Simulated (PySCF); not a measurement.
**CaBr: from the state search to spectroscopic constants**

The task here is to estimate one member of a computed series from the others.

Computed with PySCF 2.14.0. Level: Ca 6-31G(d,p), Br 6-31G(d,p), no relativity.

The first run:

A driver script around PySCF takes these settings:

- atoms: Ca, Br
- charge: 0
- basis: Ca 6-31G(d,p), Br 6-31G(d,p)
- Hamiltonian: no relativity
- basis functions: 64
- electrons treated: 55
- masses in u: 39.9626, 78.9183
- levels: PBE0, PBE, r²SCAN, r²SCANh, TPSSh, revPBE, HF, MP2, SCS-MP2, CCSD, CCSD(T)
- grid: 80 radial by 434 angular points
- occupations: held fixed by the projection of orbital angular momentum
- dissociation limit: Ca + Br, each in its ground configuration
- starting distance in angstrom: 2.705
- values of 2S to try: 1, 3

Started as:

```sh
> OMP_NUM_THREADS=1 python dia.py task.json out
```

Steps of the session up to this table: Set-up; PBE0 along the bond; Higher solutions at PBE0; PBE (GGA); r²SCAN (meta-GGA); r²SCANh (hybrid meta-GGA); TPSSh (hybrid meta-GGA); revPBE; UHF (mean field); Adding correlation.

One of the session's tables, all rows but one given; the rest of the session is left out.

Energy (eV) from each level's lowest point:

```
R (Å)    UHF  UHF-MP2  UHF-SCS-MP2  UHF-CCSD  UHF-CCSD(T)
2.230  1.290    1.165        1.199       n/a          n/a
2.334  0.666    0.584        0.608     0.613        0.606
2.437      ?        ?            ?         ?            ?
2.515  0.122    0.091        0.100     0.102        0.100
2.593  0.032    0.017        0.022     0.023        0.022
2.671  0.000    0.000        0.000     0.000        0.000
2.775  0.025    0.042        0.037     0.036        0.037
2.904  0.132    0.167        0.157     0.155        0.157
3.060  0.327    0.381        0.366     0.363        0.366
3.267  0.644    0.720        0.700       n/a          n/a
```

Q: Estimate the row for R (Å) = 2.437 from the others.

Worked estimate for «UHF». A straight line through the neighbours (2.334, 0.666) and (2.515, 0.122) gives 0.666 + (0.122 − 0.666) × (2.437 − 2.334) / (2.515 − 2.334) = 0.356; a parabola fitted to 4 rows on both sides gives 0.279.

**Answer.** UHF: 0.288; UHF-MP2: 0.238; UHF-SCS-MP2: 0.252; UHF-CCSD: 0.256; UHF-CCSD(T): 0.252. In «UHF» the line misses by +0.068 and the parabola by -0.009.
